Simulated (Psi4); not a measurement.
# Two attempts at CH3Se (SMILES C[Se])

Aim: energy and gradient of CH3Se at UM08-HX/6-311G* (density fitting).

The results are computed with Psi4 1.11.

4 further runs of the same task are left out: 1 that didn't finish, 3 set aside as unsound or not needed.

## Step 1: The system as given

CH3Se has 5 atoms, charge 0, and is taken as a doublet. As SMILES, `C[Se]`. The shape comes from GFN2-xTB, which is rough for such elements, and wasn't checked as a minimum.

Bond lengths: C1–Se2 1.948 Å, C1–H3 1.086 Å, C1–H4 1.087 Å, C1–H5 1.086 Å. Angles: Se2–C1–H3 108.9°, Se2–C1–H4 108.9°, Se2–C1–H5 108.8°, H3–C1–H4 110.1°, H3–C1–H5 110.0°, H4–C1–H5 110.1°.

## Step 2: First attempt

File input.inp:

```
memory 1600 MB

molecule m {
  0 2
  C     -0.119870    -0.107670     0.077530
  Se     1.188810     1.063780    -0.765960
  H      0.185840    -1.139970    -0.067820
  H     -0.165370     0.122270     1.138470
  H     -1.089400     0.061590    -0.382230
  symmetry c1
  no_reorient
  no_com
}

set {
  basis 6-311G*
  reference uks
  scf_type direct
  ints_tolerance 0.01
  maxiter 50
}

E, wfn = gradient('m08-hx', return_wfn=True)
```

Command:

```sh
psi4 -i input.inp -o input.out -n 1
```

input.out:

```text
[...]
  Running in c1 symmetry.
[...]
  Nuclear repulsion =   86.489767000142677
[...]
  Multiplicity = 2
[...]
  Nalpha       = 22
  Nbeta        = 21
[...]
    Number of basis functions: 71
[...]
   @DF-UKS iter   1: -2440.74083127410131   -2.43018e+00   3.71432e-02 ADIIS/DIIS
[...]
   @UKS iter  47: -3252.77271204863837    5.91172e-12   5.80714e-09 DIIS
[...]
   @S^2 Observed:                7.513929226E-01
[...]
    Orbital Energies [Eh]
    ---------------------
    Alpha Occupied:
       1A   -465.324393     2A   -385.601016     3A   -219.683505
       4A    -76.101477     5A    -69.725426     6A    -64.100413
       7A    -63.855330     8A    -63.303225     9A    -58.103032
      10A    -51.865501    11A    -38.645878    12A    -32.921338
      13A    -26.754385    14A    -24.295352    15A    -16.887090
      16A    -15.781602    17A    -15.033653    18A    -13.716231
      19A    -13.404118    20A    -12.037061    21A    -11.434409
      22A    -11.386369
    Alpha Virtual:
      23A     -9.240846    24A     -9.159610    25A     -9.159213
[...]
  @UKS Final Energy: -3252.77271204863837
   => Energetics <=
    Nuclear Repulsion Energy =             86.4897670001426775
    One-Electron Energy =               -3158.5004726291826955
    Two-Electron Energy =                -138.8618927757836445
    DFT Exchange-Correlation Energy =     -41.9001136438152457
    Empirical Dispersion Energy =           0.0000000000000000
    VV10 Nonlocal Energy =                  0.0000000000000000
    Total Energy =                      -3252.7727120486383683
[...]
 Multipole Moments:
 ------------------------------------------------------------------------------------
     Multipole            Electronic (a.u.)      Nuclear  (a.u.)        Total (a.u.)
 ------------------------------------------------------------------------------------
 L = 1.  Multiply by 2.5417464519 to convert [e a0] to [Debye]
 Dipole X            :        -58.5774127           73.0027469           14.4253343
 Dipole Y            :        -52.3160453           65.3210102           13.0049649
 Dipole Z            :         38.0258825          -47.0334691           -9.0075866
 Magnitude           :                                                   21.4092503
[...]
  -Total Gradient:
     Atom            X                  Y                   Z
    ------   -----------------  -----------------  -----------------
       1     -595.146630282153  -534.175515455521   366.467728671536
       2     1216.031114605895  1071.852545522244  -798.650790844396
       3       52.359673088283  -542.166419955077   -19.807615875693
       4     -130.996281566931    17.026027335330   613.230855045280
       5     -542.444117028299   -12.721152172733  -161.125751815090
[...]
```

It took 32 s on 1 thread of Intel Xeon Platinum 8375C at 2.90GHz (Ice Lake), shared host; peak memory 0.64 GiB.

## Step 3: Diagnosis

It ran to the end. The result can't be trusted all the same.

The cause is that the screening of the two-electron integrals is far too loose. Among its listed settings the sound run differs in this, and the input shows the rest: integrals mem_df in place of direct; integral approximation program's default in place of none.

## Step 4: Try two

File calc.in:

```
memory 1600 mb

molecule geom {
  0 2
  C     -0.119870    -0.107670     0.077530
  Se     1.188810     1.063780    -0.765960
  H      0.185840    -1.139970    -0.067820
  H     -0.165370     0.122270     1.138470
  H     -1.089400     0.061590    -0.382230
  symmetry c1
  no_reorient
  no_com
}

set basis 6-311G*
set reference uks
set scf_type mem_df

gradient("m08-hx")
```

Command:

```sh
psi4 -n 1 calc.in calc.out
```

calc.out:

```text
[...]
  Running in c1 symmetry.
[...]
  Nuclear repulsion =   86.489767000142677
[...]
  Multiplicity = 2
[...]
  Nalpha       = 22
  Nbeta        = 21
[...]
    Number of basis functions: 71
[...]
   @DF-UKS iter   1: -2440.65055390520774   -2.34177e+00   3.71794e-02 DIIS/ADIIS
[...]
   @DF-UKS iter  39: -2441.42179316659440   -1.36424e-12   7.08448e-09 DIIS
[...]
   @S^2 Observed:                7.527290797E-01
[...]
    Orbital Energies [Eh]
    ---------------------
    Alpha Occupied:
       1A   -456.241005     2A    -58.791756     3A    -52.918119
       4A    -52.914522     5A    -52.912071     6A    -10.560073
       7A     -8.094318     8A     -6.063430     9A     -6.052913
      10A     -6.043721    11A     -2.330411    12A     -2.329109
      13A     -2.320770    14A     -2.314402    15A     -2.313369
      16A     -0.857520    17A     -0.709062    18A     -0.512150
      19A     -0.504607    20A     -0.411871    21A     -0.321496
      22A     -0.287608
    Alpha Virtual:
      23A      0.034683    24A      0.087161    25A      0.108198
[...]
  @DF-UKS Final Energy: -2441.42179316659440
   => Energetics <=
    Nuclear Repulsion Energy =             86.4897670001426775
    One-Electron Energy =               -3568.8591066686294653
    Two-Electron Energy =                1086.7927687159735797
    DFT Exchange-Correlation Energy =     -45.8452222140814243
    Empirical Dispersion Energy =           0.0000000000000000
    VV10 Nonlocal Energy =                  0.0000000000000000
    Total Energy =                      -2441.4217931665943979
[...]
 Multipole Moments:
 ------------------------------------------------------------------------------------
     Multipole            Electronic (a.u.)      Nuclear  (a.u.)        Total (a.u.)
 ------------------------------------------------------------------------------------
 L = 1.  Multiply by 2.5417464519 to convert [e a0] to [Debye]
 Dipole X            :        -73.4422092           73.0027469           -0.4394623
 Dipole Y            :        -65.7038478           65.3210102           -0.3828376
 Dipole Z            :         47.3064347          -47.0334691            0.2729656
 Magnitude           :                                                    0.6435852
[...]
  -Total Gradient:
     Atom            X                  Y                   Z
    ------   -----------------  -----------------  -----------------
       1       -0.010421303924    -0.000841927849    -0.001714864375
       2        0.000624697996    -0.001660389235     0.001821737817
       3        0.001538617293     0.004034782310     0.001390793601
       4        0.003127921665    -0.000988935352    -0.003305083406
       5        0.004327293285    -0.001375937175     0.002507246194
[...]
```

It took 26 s on 1 thread of Intel Xeon Platinum 8375C at 2.90GHz (Ice Lake), shared host; peak memory 0.64 GiB.

## Step 5: Results

At UM08-HX/6-311G* (density fitting):

| quantity | value |
| --- | --- |
| total energy | -2441.42179 Eh |
| dipole moment | 1.64 D |
| HOMO energy (highest over α and β) | -7.38 eV |
| LUMO energy (lowest over α and β) | -3.16 eV |
| ⟨S²⟩ | 0.753 |
| largest force on an atom | 0.545 eV/Å |

**Reading.** The first attempt's energy was -22077.983 eV off this one. The largest force is 0.54 eV/Å: the shape isn't a stationary point for this species at this level.
